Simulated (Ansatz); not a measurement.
# C₁₀H₈O₃W: small, medium and large basis sets

The task here is to estimate one member of a computed series from the others.

Method: one geometry, several basis sets; program: Ansatz 0.2.0, Gaussian basis.

The runs, in order: PBE0-D4/def2-SVP; ωB97M-V/def2-SVP; PBE0-D4/def2-QZVPP; ωB97M-V/def2-QZVPP; the functionals' def2-TZVPP values are taken from earlier runs.

## The geometry

The geometry comes from an earlier relaxation with PBE0-D4 in a triple-zeta def2 set; it is a stationary point, not always the lowest conformer. W takes the def2 core potential; no spin-orbit term is included.

SMILES `C[C@@]12[C@H]3[C@H]4[C@H]5[C@H]6[C@@H]1[W-3]54632([C]#[O+])([C]#[O+])[C]#[O+]`, 22 atoms, charge 0, spin multiplicity 1.

Atoms are counted from 1 here; the program's logs count them from 0.

Bond lengths: C1–C2 1.494 Å, C1–H15 1.094 Å, C1–H16 1.090 Å, C1–H17 1.090 Å, C2–C3 1.418 Å, C2–C7 1.418 Å, C2–W8 2.346 Å, C3–C4 1.414 Å, C3–W8 2.354 Å, C3–H18 1.082 Å, C4–C5 1.412 Å, C4–W8 2.322 Å, C4–H19 1.082 Å, C5–C6 1.412 Å, C5–W8 2.360 Å, C5–H20 1.081 Å, C6–C7 1.413 Å, C6–W8 2.322 Å and more. Angles: C2–C1–H15 109.9°, C2–C1–H16 111.1°, C2–C1–H17 111.1°, H15–C1–H16 108.1°, H15–C1–H17 108.1°, H16–C1–H17 108.3°, C1–C2–C3 120.4°, C1–C2–C7 120.4°, C1–C2–W8 128.7°, C3–C2–C7 119.0°, C3–C2–W8 72.8°, C7–C2–W8 72.8°, C2–C3–C4 120.1°, C2–C3–W8 72.1°, C2–C3–H18 119.7°, C4–C3–W8 71.2°, C4–C3–H18 120.1°, W8–C3–H18 126.5° and more.

The first run:

File in.yaml:

```yaml
crystal:
  periodic: [false, false, false]
  atoms:
    - {symbol: C, position_ang: [-1.595320, -0.376840, 2.088368]}
    - {symbol: C, position_ang: [-1.051164, 0.268996, 0.855740]}
    - {symbol: C, position_ang: [-1.552596, -0.085412, -0.421942]}
    - {symbol: C, position_ang: [-1.030599, 0.527519, -1.583917]}
    - {symbol: C, position_ang: [-0.069603, 1.558140, -1.491908]}
    - {symbol: C, position_ang: [0.433339, 1.901030, -0.217556]}
    - {symbol: C, position_ang: [-0.079506, 1.296753, 0.952833]}
    - {symbol: W, position_ang: [0.782655, -0.382427, -0.454203]}
    - {symbol: C, position_ang: [2.745397, -0.105413, -0.417541]}
    - {symbol: O, position_ang: [3.877341, 0.093339, -0.393319]}
    - {symbol: C, position_ang: [1.101596, -1.648163, -1.946387]}
    - {symbol: O, position_ang: [1.256775, -2.366036, -2.830667]}
    - {symbol: C, position_ang: [1.070589, -1.908038, 0.775667]}
    - {symbol: O, position_ang: [1.194362, -2.776732, 1.519059]}
    - {symbol: H, position_ang: [-2.460201, 0.185571, 2.452681]}
    - {symbol: H, position_ang: [-1.915813, -1.399368, 1.887498]}
    - {symbol: H, position_ang: [-0.847993, -0.401258, 2.881802]}
    - {symbol: H, position_ang: [-2.300891, -0.861610, -0.508252]}
    - {symbol: H, position_ang: [-1.388015, 0.214001, -2.556098]}
    - {symbol: H, position_ang: [0.316510, 2.032738, -2.382671]}
    - {symbol: H, position_ang: [1.209094, 2.650753, -0.132157]}
    - {symbol: H, position_ang: [0.304043, 1.582460, 1.922960]}
basis:
  gaussian: {orbitals: def2-SVP}
hamiltonian: {xc: pbe0, dispersion: d4}
output: {orbitals: {seedname: orbitals}}
```

Steps of the session up to this table: PBE0-D4 in def2-SVP; ωB97M-V in def2-SVP; PBE0-D4 in def2-QZVPP; ωB97M-V in def2-QZVPP.

One of the session's tables, all rows but one given; the rest of the session is left out.

It belongs to the step «Functionals by basis». 

```
functional       basis  HOMO (eV)
   PBE0-D4    def2-SVP      -5.96
   PBE0-D4  def2-TZVPP      -5.97
   PBE0-D4  def2-QZVPP      -5.99
   ωB97M-V    def2-SVP      -7.71
   ωB97M-V  def2-TZVPP          ?
   ωB97M-V  def2-QZVPP      -7.77
```

**Question.** Estimate the row for ωB97M-V, def2-TZVPP.

As computed: HOMO (eV): -7.75. In the column «HOMO (eV)» it lies between ωB97M-V, def2-QZVPP (-7.77) and ωB97M-V, def2-SVP (-7.71).
